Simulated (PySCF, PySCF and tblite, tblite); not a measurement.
# C6H12B2: a path driven as rotation about a bond, and NMR exchange, part 2 of 3

PySCF and tblite. Atoms count from 0. The steps go on from the part before.

## 7. Shieldings, saddle of leg 1: B3LYP/pcSseg-1

Job settings and geometry (Å):

```
{"job": {"kind": "nmr", "xc": "B3LYP", "basis": "pcSseg-1", "pop": false}, "charge": 0, "multiplicity": 1}
C     -1.850730    -1.945795     0.679256
C     -0.698439    -1.462409     0.218975
B     -0.487104     0.010158    -0.234080
C     -1.491130     1.119483     0.201167
C     -2.524175     1.594340    -0.479110
C      0.786730     0.384497    -1.096039
B      1.908358     0.789383    -0.072023
C      2.935181    -0.265121     0.483909
H     -2.719638    -1.314143     0.779010
H     -1.984733    -2.980056     0.960303
H      0.129843    -2.158742     0.129029
H     -1.307241     1.542588     1.186768
H     -2.772175     1.220446    -1.460231
H     -3.173708     2.367195    -0.097173
H      0.552455     1.220283    -1.753907
H      1.094100    -0.471394    -1.695991
H      1.967550     1.896598     0.314138
H      3.958444     0.050147     0.279707
H      2.815272    -1.269938     0.086383
H      2.861138    -0.327519     1.569908
```

Standard output:

```text
coarse grid: 16128 points
cycle   1  E = -285.3406573463  dE =  5.974e-01  |g| = 6.289e-01  |ddm| = 3.903e+00
cycle   2  E = -285.3041171272  dE =  3.654e-02  |g| = 7.250e-01  |ddm| = 1.180e+00
cycle   3  E = -285.4451543693  dE = -1.410e-01  |g| = 1.084e-01  |ddm| = 7.096e-01
cycle   4  E = -285.4480031729  dE = -2.849e-03  |g| = 4.107e-02  |ddm| = 1.192e-01
cycle   5  E = -285.4484427517  dE = -4.396e-04  |g| = 6.361e-03  |ddm| = 3.159e-02
cycle   6  E = -285.4484526417  dE = -9.890e-06  |g| = 2.055e-03  |ddm| = 7.741e-03
final grid: 154128 points
cycle   7  E = -285.5072327668  dE = -4.655e-05  |g| = 8.629e-03  |ddm| = 2.951e-02
cycle   8  E = -285.5072254090  dE =  7.358e-06  |g| = 1.017e-02  |ddm| = 1.374e-02
cycle   9  E = -285.5072513484  dE = -2.594e-05  |g| = 9.548e-04  |ddm| = 7.657e-03
cycle  10  E = -285.5072515651  dE = -2.167e-07  |g| = 2.994e-04  |ddm| = 9.647e-04
cycle  11  E = -285.5072515867  dE = -2.156e-08  |g| = 1.018e-04  |ddm| = 3.089e-04
cycle  12  E = -285.5072515894  dE = -2.716e-09  |g| = 2.388e-05  |ddm| = 9.900e-05
cycle  13  E = -285.5072515895  dE = -1.120e-10  |g| = 1.150e-05  |ddm| = 2.670e-05
converged SCF energy = -285.5072515895

GIAO shielding tensors (ppm)
atom      isotropic    diamagn.    paramagn.     s11        s22        s33       span
  0 C       31.398     253.615    -222.217    -86.952     21.118    160.029    246.981
  1 C       30.213     259.085    -228.872    -93.741     20.107    164.272    258.013
  2 B       25.077     192.512    -167.435    -32.107     -1.854    109.191    141.299
  3 C       25.926     261.731    -235.805    -94.700     23.799    148.678    243.379
  4 C       58.016     253.313    -195.297    -55.683     61.808    167.924    223.607
  5 C      120.440     256.503    -136.063     47.959    139.888    173.473    125.514
  6 B        9.205     191.497    -182.292    -67.326    -23.040    117.981    185.307
  7 C      163.421     250.710     -87.290    140.320    172.868    177.074     36.754
  8 H       25.359      32.324      -6.965     22.454     24.545     29.079      6.625
  9 H       25.261      29.355      -4.094     22.599     25.065     28.121      5.522
 10 H       24.695      34.604      -9.909     20.225     24.782     29.078      8.853
 11 H       25.257      33.357      -8.100     21.716     26.653     27.402      5.686
 12 H       26.608      32.556      -5.948     23.339     26.414     30.070      6.731
 13 H       26.110      29.334      -3.224     23.117     25.944     29.268      6.150
 14 H       28.644      32.950      -4.306     26.423     28.833     30.676      4.253
 15 H       28.787      34.048      -5.261     26.438     28.663     31.261      4.823
 16 H       24.151      31.115      -6.965     17.927     26.550     27.975     10.047
 17 H       30.640      27.522       3.117     26.981     28.776     36.162      9.182
 18 H       30.428      32.719      -2.291     27.483     30.196     33.604      6.120
 19 H       30.932      30.635       0.297     27.667     29.308     35.821      8.155
```

It took 22 s on 1 thread of Arm Neoverse V2, shared host; peak memory 0.89 GiB.

This run: HOMO -7.16 eV, LUMO -2.06 eV; dipole 0.85 D.

## 8. Shieldings, end: B3LYP/pcSseg-1

Job settings and geometry (Å):

```
{"job": {"kind": "nmr", "xc": "B3LYP", "basis": "pcSseg-1", "pop": false}, "charge": 0, "multiplicity": 1}
C     -1.601429    -1.711375     0.788614
C     -0.779552    -1.309684    -0.178204
B     -0.445984     0.175198    -0.497859
C     -1.457437     1.315140    -0.199302
C     -2.781851     1.210866    -0.282462
C      0.964830     0.541918    -1.120072
B      1.944238     0.750005     0.090715
C      2.771826    -0.448741     0.685359
H     -2.114932    -1.002687     1.418857
H     -1.783371    -2.753235     1.008950
H     -0.279261    -2.087338    -0.748407
H     -1.054776     2.292915     0.050049
H     -3.255126     0.282664    -0.561977
H     -3.448687     2.041371    -0.102127
H      0.885572     1.451781    -1.714210
H      1.307884    -0.271581    -1.758058
H      2.055115     1.813450     0.576800
H      3.835416    -0.291791     0.501350
H      2.511072    -1.421484     0.275952
H      2.667092    -0.502338     1.768508
```

Standard output:

```text
coarse grid: 16128 points
cycle   1  E = -285.3464691542  dE =  5.939e-01  |g| = 6.277e-01  |ddm| = 3.888e+00
cycle   2  E = -285.3019789824  dE =  4.449e-02  |g| = 7.415e-01  |ddm| = 1.205e+00
cycle   3  E = -285.4495712972  dE = -1.476e-01  |g| = 1.284e-01  |ddm| = 7.524e-01
cycle   4  E = -285.4538112853  dE = -4.240e-03  |g| = 3.850e-02  |ddm| = 1.315e-01
cycle   5  E = -285.4542028816  dE = -3.916e-04  |g| = 5.991e-03  |ddm| = 3.191e-02
cycle   6  E = -285.4542117094  dE = -8.828e-06  |g| = 1.983e-03  |ddm| = 7.911e-03
final grid: 154128 points
cycle   7  E = -285.5124197177  dE = -5.118e-05  |g| = 8.359e-03  |ddm| = 2.882e-02
cycle   8  E = -285.5124136166  dE =  6.101e-06  |g| = 9.668e-03  |ddm| = 1.353e-02
cycle   9  E = -285.5124373340  dE = -2.372e-05  |g| = 5.321e-04  |ddm| = 7.485e-03
cycle  10  E = -285.5124373855  dE = -5.146e-08  |g| = 2.912e-04  |ddm| = 6.378e-04
cycle  11  E = -285.5124374061  dE = -2.064e-08  |g| = 7.968e-05  |ddm| = 2.661e-04
cycle  12  E = -285.5124374077  dE = -1.536e-09  |g| = 2.649e-05  |ddm| = 7.658e-05
cycle  13  E = -285.5124374078  dE = -1.726e-10  |g| = 7.383e-06  |ddm| = 2.923e-05
converged SCF energy = -285.5124374078

GIAO shielding tensors (ppm)
atom      isotropic    diamagn.    paramagn.     s11        s22        s33       span
  0 C       35.021     255.719    -220.698    -76.536     23.724    157.874    234.410
  1 C       27.557     259.311    -231.754    -99.255     21.882    160.043    259.297
  2 B       30.834     192.646    -161.812    -20.034      3.046    109.491    129.524
  3 C       27.267     259.230    -231.962    -99.758     19.651    161.909    261.667
  4 C       39.123     253.740    -214.617    -70.955     30.027    158.296    229.251
  5 C      126.813     256.542    -129.729     57.744    144.825    177.871    120.127
  6 B        9.190     191.450    -182.260    -67.473    -23.125    118.168    185.642
  7 C      163.976     250.707     -86.731    141.418    172.360    178.150     36.732
  8 H       25.786      34.292      -8.506     21.774     26.056     29.530      7.756
  9 H       25.489      30.234      -4.745     23.062     25.264     28.140      5.078
 10 H       24.629      34.055      -9.425     20.152     24.925     28.811      8.659
 11 H       24.652      33.219      -8.568     20.562     24.733     28.660      8.098
 12 H       25.813      32.610      -6.796     21.974     25.823     29.643      7.669
 13 H       25.596      28.849      -3.253     23.245     25.382     28.161      4.916
 14 H       28.740      32.410      -3.670     26.356     28.738     31.127      4.771
 15 H       29.150      33.739      -4.589     27.098     28.396     31.955      4.857
 16 H       24.155      31.196      -7.041     18.175     26.586     27.703      9.528
 17 H       30.914      27.617       3.298     27.144     29.012     36.588      9.444
 18 H       30.546      33.253      -2.707     27.518     30.253     33.866      6.348
 19 H       30.867      30.735       0.132     27.675     29.142     35.785      8.110
```

Run time: 22 s. Hardware: 1 thread of Arm Neoverse V2, shared host; peak memory 0.82 GiB.

This run: HOMO -7.50 eV, LUMO -2.07 eV; dipole 0.76 D.

## 9. The path in numbers

Job settings and geometry (Å):

```
{"job": {"smiles": "C=CB(C=C)CBC", "charge": 0, "mult": 1, "motion": "rotation", "what": "aryl or vinyl borane", "atoms": [2, 3], "drives": [{"terms": [["t", [1, 2, 3, 4], 0.25], ["t", [1, 2, 3, 11], 0.25], ["t", [5, 2, 3, 4], 0.25], ["t", [5, 2, 3, 11], 0.25]], "by": 180, "n": 12}], "study": "path", "level": {"kind": "nmr", "xc": "B3LYP", "basis": "pcSseg-1"}, "fields": [90, 200, 270], "first": 4, "seed": 807, "kind": "path"}, "charge": 0, "multiplicity": 1}
C     -1.743306    -2.248366     0.822738
C     -0.663116    -1.547725     0.485487
B     -0.665008    -0.167867    -0.231349
C     -1.809494     0.847818     0.040482
C     -1.755026     2.153431    -0.214808
C      0.531675     0.171837    -1.215265
B      1.669782     0.811383    -0.342001
C      2.771018    -0.071112     0.354728
H     -2.739527    -1.885175     0.624825
H     -1.689841    -3.223894     1.283206
H      0.299248    -2.007115     0.691543
H     -2.715846     0.482097     0.514326
H     -0.884104     2.602693    -0.663841
H     -2.560174     2.831754     0.026708
H      0.198019     0.860492    -1.989463
H      0.880380    -0.746445    -1.687209
H      1.692045     1.973181    -0.169448
H      3.771952     0.302445     0.140702
H      2.746907    -1.124923     0.087885
H      2.659266    -0.003832     1.437718
```

Standard output:

```text
stationary points (kcal/mol above the start)
  n  kind          group   xTB      DFT    lowest mode
  0  minimum      C1       0.00     0.00      47.2
  1  saddle       C1       1.15     3.46     -73.0
  2  minimum      C1      -0.06    -0.17      38.2

GFN2-xTB energies: T/K, barrier G, reaction G (kcal/mol), k forward, k back (1/s)
 150.00     0.73    -0.15   2.69e+11   1.65e+11
 200.00     0.78    -0.17    5.9e+11   3.89e+11
 250.00     0.84    -0.19   9.61e+11   6.61e+11
 298.15     0.91    -0.21   1.33e+12   9.37e+11
 350.00     1.01    -0.23   1.72e+12   1.23e+12
 400.00     1.11    -0.25   2.07e+12   1.51e+12
 500.00     1.33    -0.30   2.72e+12   2.01e+12

B3LYP/pcSseg-1 + D3(BJ) energies: T/K, barrier G, reaction G (kcal/mol), k forward, k back (1/s)
 150.00     3.04    -0.25   1.16e+08   4.99e+07
 200.00     3.09    -0.27   1.77e+09   8.93e+08
 250.00     3.15    -0.29   9.21e+09   5.11e+09
 298.15     3.22    -0.31    2.7e+10   1.59e+10
 350.00     3.32    -0.34    6.2e+10   3.83e+10
 400.00     3.42    -0.36   1.13e+11   7.22e+10
 500.00     3.64    -0.40   2.66e+11   1.77e+11
```

Wall time 85 s (1 thread of Arm Neoverse V2, shared host); peak memory 0.89 GiB. This counts the whole study up to here.

Barriers by level (kcal/mol; entropies in cal/(mol K)). Zero-point and thermal terms come from xTB in every row. ΔG‡ leaves symmetry out; the rate counts one path; effective ΔG‡, where given, is the barrier that would give that rate by Eyring's equation alone:

```csv
level,ΔE‡,with zero-point,ΔH‡,ΔS‡,ΔG‡ (298 K),ΔE of reaction,k at 298 K (1/s),effective ΔG‡
GFN2-xTB,1.15,0.68,0.35,-1.9,0.91,-0.06,1.3e+12,0.91
B3LYP/pcSseg-1 + D3(BJ),3.46,2.99,2.66,-1.9,3.22,-0.17,2.7e+10,3.22
```

Sites that the driver pairs across this motion, and where their lines would merge (no couplings; faster rotations or exchange between molecules can average them sooner):

```
nucleus        sites: shielding (ppm)  proton frequency (MHz)  spread (Hz)  coalescence (K)  lines at 298 K
    13C      C0: 42.8; C0 (end): 35.0                     270          526               72               –
    13C      C4: 33.7; C4 (end): 39.1                     270          371               71               –
    13C    C5: 130.6; C5 (end): 126.8                     270          254               70               –
    11B      B2: 33.6; B2 (end): 30.8                     270          237               69               –
    13C      C3: 30.7; C3 (end): 27.3                     270          234               69               –
     1H  H12: 25.02; H12 (end): 25.81                     270          215               69               –
     1H  H13: 25.12; H13 (end): 25.60                     270          128               68               –
    11B       B6: 10.6; B6 (end): 9.2                     270          120               67               –
```

Rows that set an atom against itself at the end compare its shielding in the two forms.

(Part 2 of 3 ends here.)
